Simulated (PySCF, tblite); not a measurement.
# C4H13NSi2: geometry, infrared bands and NMR shifts

What infrared bands and NMR shifts should C4H13NSi2 (`CN(C)/C([SiH3])=C\[SiH3]`) show?

Computed with tblite 0.8.0 and PySCF 2.14.0, with density-fitted response routines of our own, on a single molecule in the gas phase. Atoms count from 0, in the outputs and in this text.

## (1) The starting structure

20 atoms, charge 0, multiplicity 1; geometry from: force field or distance geometry start.

Bonds of the start (Å): C0–N1 1.46, N1–C2 1.46, N1–C3 1.41, C3–Si4 1.94, C3–C5 1.35, C5–Si6 1.83, C0–H7 1.10, C0–H8 1.10, C0–H9 1.11, C2–H10 1.11, C2–H11 1.09, C2–H12 1.08, Si4–H13 1.49, Si4–H14 1.49, Si4–H15 1.49, C5–H16 1.09, Si6–H17 1.48, Si6–H18 1.49, Si6–H19 1.48.

## (2) Geometry optimisation with GFN2-xTB

What the job is given:

```
{"job": {"kind": "relax", "xc": "GFN2-xTB", "basis": "xTB"}, "charge": 0, "multiplicity": 1}
C     -1.630800    -0.590300     1.268400
N     -0.662700    -0.506400     0.174600
C     -0.589600    -1.709100    -0.657500
C      0.038200     0.673500    -0.138800
Si    -1.018900     2.286400    -0.344400
C      1.368200     0.777200    -0.310800
Si     2.705300    -0.456200    -0.108200
H     -1.379300     0.105000     2.087500
H     -1.658300    -1.599600     1.697100
H     -2.645600    -0.349800     0.902800
H     -1.612800    -2.060500    -0.894200
H     -0.067500    -2.511700    -0.142400
H     -0.106000    -1.505100    -1.605800
H     -1.762500     2.210700    -1.636700
H     -0.116100     3.477700    -0.368600
H     -1.977400     2.410800     0.793900
H      1.806000     1.743300    -0.564400
H      3.995900     0.151800    -0.497700
H      2.821200    -0.897500     1.314800
H      2.487600    -1.639400    -0.972700
```

Run with:

```console
$ OMP_NUM_THREADS=1 python probes_run.py task.json out
```

One launch serves the whole session: the jobs run in the order shown.

**Question.** This job is followed by: GFN2-xTB harmonic vibrations, gas phase; GIAO PBE0/pcSseg-1 NMR shielding, non-relativistic, gas phase. What will the session give for the following? strongest single infrared mode (GFN2-xTB); zero-point energy (GFN2-xTB); 13C shifts against TMS (PBE0/pcSseg-1, means over atoms taken as alike); 1H shifts against TMS (PBE0/pcSseg-1, means over atoms taken as alike); 15N shifts against NH3 (PBE0/pcSseg-1); 29Si shifts against TMS (PBE0/pcSseg-1).

The runs gave:

| quantity | value |
| --- | --- |
| strongest single infrared mode (GFN2-xTB) | 2225 cm⁻¹, 610 km/mol |
| zero-point energy (GFN2-xTB) | 94.1 kcal/mol |
| 13C shifts against TMS (PBE0/pcSseg-1, means over atoms taken as alike) | 175.3, 115.3, 45.8 ppm |
| 1H shifts against TMS (PBE0/pcSseg-1, means over atoms taken as alike) | 5.22, 4.23, 4.16, 2.84 ppm |
| 15N shifts against NH3 (PBE0/pcSseg-1) | 79.6 ppm |
| 29Si shifts against TMS (PBE0/pcSseg-1) | -80.9, -88.4 ppm |

What this shows: Over 149 steps the energy fell by 0.365 eV; of the close pairs, C5–Si6 changed most, 1.830 to 1.870 Å. The lowest mode is slightly imaginary (8i cm⁻¹), a soft motion within the noise of the Hessian, so the minimum is not strictly shown. GFN2-xTB is a fitted tight-binding method: band positions and strengths are rough. Its intensities can rank the bands wrongly. C3 (alkene carbon bearing nitrogen) lies farthest downfield among carbon, at 175.3 ppm; an sp2 carbon further deshielded by the attached heteroatom. H16 (hydrogen on a β carbon of an enol-ether or enamine type C=C) lies farthest downfield among hydrogen, at 5.22 ppm; attached to an sp2 carbon and in the plane of the double bond. At PBE0/pcSseg-1: The widest tensor belongs to C3: span 221 ppm, with a paramagnetic part of -246 ppm.
